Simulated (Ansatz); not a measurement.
# CuHO: the cost of one run

Computed with Ansatz 0.2.0 through its Python package. Level of theory: Hartree-Fock/def2-SVP.

### 1 The structure

Bond lengths: O1–Cu2 2.042 Å, O1–H3 1.079 Å. Angles: Cu2–O1–H3 115.9°.

Input file cuho.xyz:

```xyz
3

O    -0.36890   -0.44690   -0.25880
Cu    1.35680   -0.01360    0.74390
H    -0.99880    0.39570   -0.49830
```

### 2 Script

Input file run_pa.py:

```python
"""Proton affinity of CuHO at one site."""

from dataclasses import dataclass

import ansatz
import numpy as np


@dataclass
class Settings:
    basis: str = "def2-SVP"
    functional: str = "hf"
    charge: int = 1
    fmax: float = 0.01


settings = Settings()

geometry = ansatz.Crystal.molecule_from_extxyz("cuho.xyz")

calc = (
    geometry.calculation()
    .basis(gaussian=settings.basis)
    .functional(settings.functional)
)
symbols = [site.symbol for site in geometry.cartesian_sites]
start = np.array([site.position_ang for site in geometry.cartesian_sites], dtype=float)
summary = calc.relax(force_tolerance=0.01, max_steps=100).run(threads=1, backend="cpu").report
end = np.array(summary["positions_ang"])

# put the proton on the side away from the neighbours, slightly off axis
away = sum((end[0] - end[j]) / np.linalg.norm(end[0] - end[j]) for j in [1, 2]) + np.array([0.15, 0.1, -0.2])
proton = end[0] + 1.0 * away / np.linalg.norm(away)
acid = ansatz.Crystal.molecule()
for symbol, place in zip(symbols, end):
    acid = acid.atom(symbol, place.tolist())
acid = acid.atom("H", proton.tolist())
protonated = (
    acid.calculation()
    .basis(gaussian=settings.basis)
    .functional(settings.functional)
    .charge(settings.charge)
    .relax(force_tolerance=settings.fmax, max_steps=80)
)
after = protonated.run(threads=1, backend="cpu").report
xyz = np.array(after["positions_ang"])
reach = np.linalg.norm(xyz[:-1] - xyz[-1], axis=1)
print(f"base {summary['free_energy_ev']:.5f} eV, protonated {after['free_energy_ev']:.5f} eV")
print(f"the proton ends {reach.min():.3f} A from {symbols[reach.argmin()]}{reach.argmin()}")
print(f"electronic proton affinity {96.485332 * (summary['free_energy_ev'] - after['free_energy_ev']):.1f} kJ/mol")
```

### 3 The calls as engine input

The package turns the script's settings into the engine's input (first run):

```yaml
crystal:
  periodic: [false, false, false]
  atoms:
    - { symbol: O, position_ang: [-0.3689, -0.4469, -0.2588] }
    - { symbol: Cu, position_ang: [1.3568, -0.0136, 0.7439] }
    - { symbol: H, position_ang: [-0.9988, 0.3957, -0.4983] }
basis:
  gaussian:
    orbitals: def2-SVP
hamiltonian:
  xc: hf
relax:
  f_tol: 0.01
  max_steps: 100
```

### 4 The run

On the command line:

```
> python run_pa.py
```

Q: Estimate wall time and peak memory on 1 thread of Arm Neoverse V1, shared host.

About 9.5 s, with a peak of 0.17 GiB.
